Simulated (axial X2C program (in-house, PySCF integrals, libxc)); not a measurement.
# TeGe⁺: EOM-IP-CCSD levels

Aim: EOM-IP-CCSD levels of TeGe⁺, with spin–orbit coupling in the Hamiltonian from the start.

Program: an in-house X2C program for linear molecules on PySCF integrals. Level of theory: two-component X2C with atomic mean-field terms, Te dyall-cv3z, Ge dyall-cv3z. These are calculated values, not measurements.

### 1 The job

Contents of task.json:

```json
{"zs": [52, 32], "q": 1, "bas": ["dyall-cv3z", "dyall-cv3z"], "r0": 2.39, "eom": "ip", "rq": 0, "thr": -1.0, "nmax": 95, "grid": [1, 0.96, 1.045, 0.92, 1.09, 1.15]}
```

Keys: zs atomic numbers; q charge; bas basis sets; r0 starting distance in Å; eom kind of EOM run; thr threshold in hartree for freezing inner shells (an s shell follows its p shell); nmax most natural virtual spinors; grid distances as factors.

On the command line:

```bash
> python soeom.py task.json out
```

Nuclei are Gaussian, cores are contracted, and the Gaunt term is on.

### 2 EOM-IP-CCSD at 2.343 Å

Reference: the closed shell TeGe; 10 electrons correlated, 94 virtual spinors; roots sought by Ω: 1/2: 4, 3/2: 3, 5/2: 1.

Output:

```text
two-component X2C + atomic mean field  HF
basis functions 232  fitting functions 1245  grid points 5804
iter        total energy     max residual
   1      -8882.985112856     2.34e+00
   2      -8884.607164122     3.51e-02
   3      -8884.613239457     1.33e-02
   4      -8884.614943032     1.94e-03
   5      -8884.615021865     6.45e-04
   6      -8884.615040649     3.06e-04
   7      -8884.615049027     1.60e-04
   8      -8884.615052241     7.46e-05
   9      -8884.615052735     2.68e-05
  10      -8884.615052857     1.54e-05
  11      -8884.615052891     9.45e-06
  12      -8884.615052917     4.52e-06
  13      -8884.615052924     1.31e-06
  14      -8884.615052924     2.01e-07
converged
one-electron -12984.84892920  Coulomb 3982.48620524  exact exchange -253.30836683  xc functional 0.00000000  nuclear repulsion 375.82197139  atomic mean-field constant -4.76593353
correlated 10  virtual 284  natural virtual 94  E(MP2) -0.219195456  MP2 remainder -0.006175613
iter   CCSD correlation   residual
   1     -0.220413877   1.59e-01
   2     -0.228077627   7.32e-02
   3     -0.231142706   3.17e-02
   4     -0.231260213   1.07e-02
   5     -0.231337015   4.31e-03
   6     -0.231336269   1.33e-03
   7     -0.231339533   3.71e-04
   8     -0.231342470   1.49e-04
   9     -0.231341103   7.07e-05
  10     -0.231341671   3.58e-05
  11     -0.231341220   1.47e-05
  12     -0.231341379   5.55e-06
  13     -0.231341386   1.89e-06
(T) -0.015408429  T1 0.0409  D1 0.0661  max T2 0.085
EOM-IP-CCSD roots
2*Omega      energy/Eh   energy/eV  one-particle weight
    1       0.33791937      9.1953      0.946
    1       0.35304597      9.6069      0.940
    1       0.49552388     13.4839      0.002
    1       0.50649859     13.7825      0.525
    3       0.32925558      8.9595      0.949
    3       0.49304678     13.4165      0.000
    3       0.51394656     13.9852      0.000
    5       0.51059311     13.8939      0.000
```

T1 in the output is the amplitude norm over the root of the electron number; divide by √2 for the Lee–Taylor value.

```
  Ω  vertical IE (eV)  above lowest (cm⁻¹)                           spinor  weight
3/2             8.960                    0             69% Te pπ, 25% Ge pπ    0.95
1/2             9.195                 1900  44% Te pπ, 17% Ge pσ, 14% Te pσ    0.95
1/2             9.607                 5220  32% Te pπ, 25% Ge pσ, 25% Te pσ    0.94
```

Run time: 11 s. Hardware: 1 thread of Arm Neoverse N1, shared host; peak memory 0.65 GiB.

### 3 EOM-IP-CCSD at 2.249 Å

```
  Ω  vertical IE (eV)  above lowest (cm⁻¹)                           spinor  weight
3/2             9.199                    0             68% Te pπ, 26% Ge pπ    0.95
1/2             9.288                  720  31% Ge pσ, 26% Te pσ, 20% Te pπ    0.95
1/2             9.723                 4230  54% Te pπ, 12% Ge pπ, 12% Ge pσ    0.94
1/2            13.817                37250  42% Ge sσ, 30% Te pσ, 19% Te sσ    0.60
```

Run time: 14 s. Hardware: 1 thread of Arm Neoverse N1, shared host; peak memory 0.69 GiB.

### 4 EOM-IP-CCSD at 2.448 Å

```
  Ω  vertical IE (eV)  above lowest (cm⁻¹)                           spinor  weight
3/2             8.716                    0             70% Te pπ, 24% Ge pπ    0.95
1/2             9.013                 2400   63% Te pπ, 16% Ge pπ, 8% Ge pσ    0.94
1/2             9.547                 6710  36% Te pσ, 34% Ge pσ, 16% Te pπ    0.94
```

It took 15 s on 1 thread of Arm Neoverse N1, shared host; peak memory 0.71 GiB.

### 5 EOM-IP-CCSD at 2.156 Å

```
  Ω  vertical IE (eV)  above lowest (cm⁻¹)                           spinor  weight
1/2             9.285                    0  40% Ge pσ, 31% Te pσ, 14% Ge sσ    0.94
3/2             9.460                 1410             66% Te pπ, 26% Ge pπ    0.95
1/2             9.927                 5180             65% Te pπ, 18% Ge pπ    0.94
1/2            13.826                36630  37% Ge sσ, 34% Te pσ, 20% Te sσ    0.68
```

Wall time 15 s (1 thread of Arm Neoverse N1, shared host); peak memory 0.72 GiB.

### 6 EOM-IP-CCSD at 2.554 Å

```
  Ω  vertical IE (eV)  above lowest (cm⁻¹)                           spinor  weight
3/2             8.498                    0             72% Te pπ, 24% Ge pπ    0.94
1/2             8.817                 2570             71% Te pπ, 16% Ge pπ    0.94
1/2             9.498                 8070  41% Te pσ, 37% Ge pσ, 10% Te pπ    0.94
```

It took 16 s on 1 thread of Arm Neoverse N1, shared host; peak memory 0.72 GiB.

### 7 EOM-IP-CCSD at 2.694 Å

```
  Ω  vertical IE (eV)  above lowest (cm⁻¹)                          spinor  weight
3/2             8.246                    0            73% Te pπ, 23% Ge pπ    0.94
1/2             8.577                 2670            76% Te pπ, 14% Ge pπ    0.93
1/2             9.416                 9440  44% Te pσ, 39% Ge pσ, 7% Te pπ    0.94
```

It took 16 s on 1 thread of Arm Neoverse N1, shared host; peak memory 0.72 GiB.

### 8 Curves of the states

Energies in eV from the lowest point of the lowest state; states are followed by energy order within each Ω.

```
R (Å)  (1)Ω=3/2  (1)Ω=1/2  (2)Ω=1/2
2.156    1.1564    0.9810    1.6237
2.249    0.5300    0.6191    1.0544
2.343    0.1719    0.4077    0.8193
2.448    0.0000    0.2973    0.8314
2.554    0.0002    0.3195    1.0005
2.694    0.1748    0.5059    1.3450
```

### 9 Results

| quantity | value |
| --- | --- |
| lowest root at 2.343 Å | Ω = 3/2, 8.960 eV |
| next root led by one particle | Ω = 1/2, about 1900 cm⁻¹ higher |
| T1 of the reference | 0.029 |

What this shows: Removing an electron from the reference determinant of TeGe costs 8.96 eV and empties a spinor of 69% Te pπ, 25% Ge pπ. Errors of 0.1 to 0.3 eV are usual at this size, and roots led by higher excitations are left out, so the list is incomplete, and low states of that kind can be missing. T1 or the largest double amplitude of the reference is raised, which lowers the reliability.
